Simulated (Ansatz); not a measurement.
# Al5N5: the cost of one run

The runs use Ansatz 0.2.0, Gaussian basis; RKS PBE0-D4/def2-TZVP.

The runs, in order: a single point at PBE0-D4/def2-TZVP; harmonic vibrations at B3LYP-D4/def2-SVP.

3 further runs of the same task are left out: 1 that didn't finish, 2 set aside as unsound or not needed.

### 1 The structure

The singlet was relaxed beforehand with B3LYP-D4/def2-SVP. At that level it is the lowest of the isomers that a small search found.

10 atoms, charge 0, spin multiplicity 1.

Atoms are counted from 1 here; the program's logs count them from 0.

Bond lengths: Al1–N8 1.717 Å, Al1–N10 1.717 Å, Al2–N7 1.717 Å, Al2–N9 1.717 Å, Al3–N6 1.717 Å, Al3–N10 1.717 Å, Al4–N8 1.717 Å, Al4–N9 1.717 Å, Al5–N6 1.717 Å, Al5–N7 1.717 Å. Angles: N8–Al1–N10 173.0°, N7–Al2–N9 173.0°, N6–Al3–N10 173.0°, N8–Al4–N9 173.0°, N6–Al5–N7 173.0°, Al3–N6–Al5 115.0°, Al2–N7–Al5 115.0°, Al1–N8–Al4 115.0°, Al2–N9–Al4 115.0°, Al1–N10–Al3 115.0°.

Bonds by kind at the end (by distance):

```
bond  count  shortest (Å)  longest (Å)
Al–N     10         1.717        1.717
```

### 2 Single point, PBE0-D4/def2-TZVP

start.molden holds the orbitals of an earlier run on this state, given as this run's starting guess.

Input file in.yaml:

```yaml
crystal:
  periodic: [false, false, false]
  atoms:
    - {symbol: Al, position_ang: [2.461132, -0.113469, -0.018721]}
    - {symbol: Al, position_ang: [-2.057893, -1.354904, 0.009455]}
    - {symbol: Al, position_ang: [0.868588, 2.305685, 0.004388]}
    - {symbol: Al, position_ang: [0.652458, -2.375815, -0.016154]}
    - {symbol: Al, position_ang: [-1.924344, 1.538516, 0.021115]}
    - {symbol: N, position_ang: [-0.772153, 2.811502, 0.017797]}
    - {symbol: N, position_ang: [-2.912381, 0.134299, 0.022579]}
    - {symbol: N, position_ang: [2.277156, -1.820553, -0.026384]}
    - {symbol: N, position_ang: [-1.027870, -2.728554, -0.004593]}
    - {symbol: N, position_ang: [2.435288, 1.603303, -0.009482]}
basis:
  gaussian: {orbitals: def2-TZVP, initial_orbitals: start.molden}
hamiltonian: {xc: pbe0, dispersion: d4}
scf: {omitted_lower_state_checks: [starts]}
output: {orbitals: {seedname: orbitals}}
```

On the command line:

```bash
$ ansatz run in.yaml --threads 4 --pin off --events-out ev --progress --plain --max-ram 4787MiB
```

What time and memory should one allow on 4 threads of Arm Neoverse V2, shared host?

About 14 s, with a peak of 1.4 GiB.
